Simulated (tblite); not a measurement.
# CH10O2Si3: the cost of one run

Programs: tblite 0.8.0 and PySCF 2.14.0, with density-fitted response routines of our own. Each step states its level of theory. These are calculated values for one molecule, in the gas phase or a continuum, unless marked as measured. Atoms are numbered from 0 throughout.

**1. The molecule as given**

16 atoms, charge 0, multiplicity 1; geometry from: force field or distance geometry start.

Bonds of the start (Å): C0–Si1 1.88, Si1–O2 1.69, O2–Si3 1.72, Si1–O4 1.69, O4–Si5 1.70, C0–H6 1.11, C0–H7 1.11, C0–H8 1.10, Si1–H9 1.49, Si3–H10 1.49, Si3–H11 1.46, Si3–H12 1.47, Si5–H13 1.48, Si5–H14 1.46, Si5–H15 1.46.

**2. Optimising the geometry with GFN2-xTB**

What the job is given:

```
{"job": {"kind": "relax", "xc": "GFN2-xTB", "basis": "xTB"}, "charge": 0, "multiplicity": 1}
C     -0.173200    -1.816000    -0.649600
Si     0.051600    -0.338500     0.484000
O     -1.379800     0.134100     1.256800
Si    -2.542200     0.817300     0.183900
O      0.849100     0.902100    -0.336100
Si     2.510500     1.022300    -0.012000
H     -0.989400    -1.639500    -1.380000
H      0.799100    -1.912800    -1.183800
H     -0.294500    -2.735500    -0.051600
H      0.971700    -0.806100     1.559600
H     -3.845600     0.779200     0.897300
H     -2.717300     0.021100    -1.030800
H     -2.281500     2.237000    -0.074500
H      2.830300     2.466000     0.088200
H      2.843100     0.437400     1.285100
H      3.360800     0.440700    -1.047900
```

Started as:

```console
$ OMP_NUM_THREADS=1 python probes_run.py task.json out
```

The driver reads the jobs from task.json and runs them one after another.

Q: Estimate the wall time and peak memory of this first job on 1 thread of Arm Neoverse N1, shared host.

About 1.9 s, with a peak of 0.18 GiB.
